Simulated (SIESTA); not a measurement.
Input of a SIESTA 5.4.2 run:

File Hf3Ge2.fdf:

```
SystemName                      Hf3Ge2
SystemLabel                     Hf3Ge2
NumberOfSpecies                 2
NumberOfAtoms                   10
%block ChemicalSpeciesLabel
  1  72 Hf
  2  32 Ge
%endblock ChemicalSpeciesLabel

LatticeConstant                 1.0 Ang
%block LatticeVectors
     7.1004058400     0.0000000000     0.0000000000
     0.0000000000     7.1004058400     0.0000000000
     0.0000000000     0.0000000000     3.7011190600
%endblock LatticeVectors
AtomicCoordinatesFormat         Fractional
%block AtomicCoordinatesAndAtomicSpecies
     0.3299618800     0.1700381200     0.5000000000  1  Hf
     0.6700381200     0.8299618800     0.5000000000  1  Hf
     0.8299618800     0.3299618800     0.5000000000  1  Hf
     0.1700381200     0.6700381200     0.5000000000  1  Hf
     0.5000000000     0.5000000000     0.0000000000  1  Hf
     0.0000000000     0.0000000000     0.0000000000  1  Hf
     0.8694567300     0.6305432700     0.0000000000  2  Ge
     0.1305432700     0.3694567300     0.0000000000  2  Ge
     0.3694567300     0.8694567300     0.0000000000  2  Ge
     0.6305432700     0.1305432700     0.0000000000  2  Ge
%endblock AtomicCoordinatesAndAtomicSpecies

%block kgrid.MonkhorstPack
    4   0   0  0.0
    0   4   0  0.0
    0   0   7  0.0
%endblock kgrid.MonkhorstPack
XC.Functional                   GGA
XC.Authors                      PBEsol
PAO.BasisSize                   DZP
PAO.EnergyShift                 0.003 Ry
Mesh.Cutoff                     800 Ry
OccupationFunction              FD
ElectronicTemperature           0.05 eV
MaxSCFIterations                120
SCF.MustConverge                false
SCF.Mixer.Method                Pulay
SCF.Mixer.Weight                0.25
SCF.Mixer.History               8
SCF.DM.Tolerance                5.0e-05
SCF.H.Tolerance                 1.0e-03 eV
WriteForces                     true
Charge.Mulliken                 end
%block PAO.Basis
  Hf 5
  n=5 0 2
    3.241 0.000
  n=6 0 2
    8.114 0.000
  n=5 1 2
    3.929 0.000
  n=6 1 1
    8.114
  n=5 2 2
    7.842 0.000
  Ge 4
  n=4 0 2
    5.960 0.000
  n=4 1 2
    8.130 0.000
  n=3 2 2
    3.189 0.000
  n=4 2 1
    8.130
%endblock PAO.Basis
```

Potentials or basis: PseudoDojo 0.4 standard (PBEsol files), DZP (energy shift 0.003 Ry; two zetas on semicore shells).

The run is started by

```bash
$ siesta Hf3Ge2.fdf > Hf3Ge2.out 2>&1
```

Q: What does it give for the band gap on the k mesh?

A: None (metal or under the smearing width).

Q: Estimate the pressure.

A: -1.3 GPa.

Stress tensor (GPa, compression positive):
```
-0.83  0.00  0.00
 0.00 -0.83  0.00
 0.00  0.00 -2.18
```

Caveat: short orbitals over semicore shells can move pressures by several GPa; the basis of atomic orbitals isn't converged, which shifts pressures, moduli and gaps. The run has no spin-orbit coupling, so splittings on Hf are missing.
